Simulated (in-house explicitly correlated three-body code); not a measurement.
**Two electrons around a charge of +1.5 under Yukawa screening of 0.03 per bohr: exact states**

The task here is to estimate one member of a computed series from the others.

Program: in-house explicitly correlated three-body code version 1. Level of theory: two electrons, non-relativistic, variational in exponentially correlated functions. These are calculated values, not measurements, unless marked.

### The system

* charge of the centre: +1.5
* mass of the centre: infinite
* interactions: Yukawa, exp(−0.03 r)/r, between all pairs
* basis: 260 functions exp(−a r1 − b r2 − g r12) a state, exponent ranges optimised
* units: hartree and bohr; relativity and QED are left out

Set-up of the first run:

Settings:

```ini
Z = 1.5
screening = 0.03
interaction_strength = 1.0
functions = 260
states_tried = 13
```

Started as:

```console
$ python run_hyl.py task.json out
```

One of the session's tables, all rows but one given; the rest of the session is left out.

It belongs to the step «The bound states». 

```
state  binding (eV)  excitation (eV)  ⟨r12⟩ (bohr)
 1 ¹S       8.85688                0         2.112
 2 ³S       1.06395          7.79294         7.443
 2 ¹S      0.769330          8.08755         9.451
 2 ³P      0.537090          8.31979         9.746
 2 ¹P      0.496532          8.36035         10.47
 3 ³S             ?                ?             ?
 3 ¹S      0.156208          8.70068         25.08
 3 ³P      0.103274          8.75361         27.77
 3 ¹P     0.0930843          8.76380         29.28
 4 ³S     0.0323974          8.82449         49.68
 4 ¹S     0.0194052          8.83748         59.50
 4 ³P    0.00656691          8.85032         74.78
```

Estimate the missing values for 3 ³S.

The run gave: binding (eV): 0.214842; excitation (eV): 8.64204; ⟨r12⟩ (bohr): 21.14. In the column «binding (eV)» it lies between 3 ¹S (0.156208) and 2 ¹P (0.496532).
